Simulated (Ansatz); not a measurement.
Working through a test of scalar relativity of BrF

Program: Ansatz 0.2.0, Python API.

Run as a notebook:

In [1]:
```python
import ansatz as az
import numpy as np

GEOMETRY = """
Br    0.00000    0.00000    0.00000
F     0.00000    0.00000    1.73000
"""
```

In [2]:
```python
brf = az.Crystal.molecule()
for line in GEOMETRY.strip().splitlines():
    symbol, *xyz = line.split()
    brf = brf.atom(symbol, [float(v) for v in xyz])
```

In [3]:
```python
job = brf.calculation().functional("b3lyp").forces()
sets = {"none": "cc-pVTZ", "scalar": "cc-pVTZ-DK"}
found = {kind: job.basis(gaussian=basis).pseudopotentials(relativity=kind).run(threads=1, pin="off").report for kind, basis in sets.items()}
for kind, each in found.items():
    dipole = 4.803205 * np.linalg.norm(each["charge_distribution"]["dipole_moment_e_ang"])
    print(f"{kind:7s} E = {each['free_energy_ev']:.4f} eV  dipole {dipole:.3f} D  largest force component {np.abs(each['forces_ev_ang']).max():.4f} eV/A")
print(f"relativity lowers the total energy by {found['none']['free_energy_ev'] - found['scalar']['free_energy_ev']:.3f} eV")
```
```text
none    E = -72764.5187 eV  dipole 1.299 D  largest force component 1.2569 eV/A
scalar  E = -73640.0783 eV  dipole 1.362 D  largest force component 1.3017 eV/A
relativity lowers the total energy by 875.560 eV
```

The total moves by -875.6 eV, nearly all in the cores, and the dipole from 1.30 to 1.36 D.

What to keep in mind:
- Total energies depend on the basis set; only differences at equal settings carry meaning.
- The geometry is a force-field or estimated start, not a minimum of this method. The basis set changes with the Hamiltonian (a set recontracted for scalar relativity), and most of the change in the total lies in the cores.
- b3lyp holds the VWN-RPA fit, as in Gaussian; the form of ORCA and Turbomole is b3lyp5.
- The spin state was assumed, and another may lie lower.
- Run time: 2.3 s on 1 thread of Arm Neoverse V2, on a shared host, peak memory 0.19 GiB.
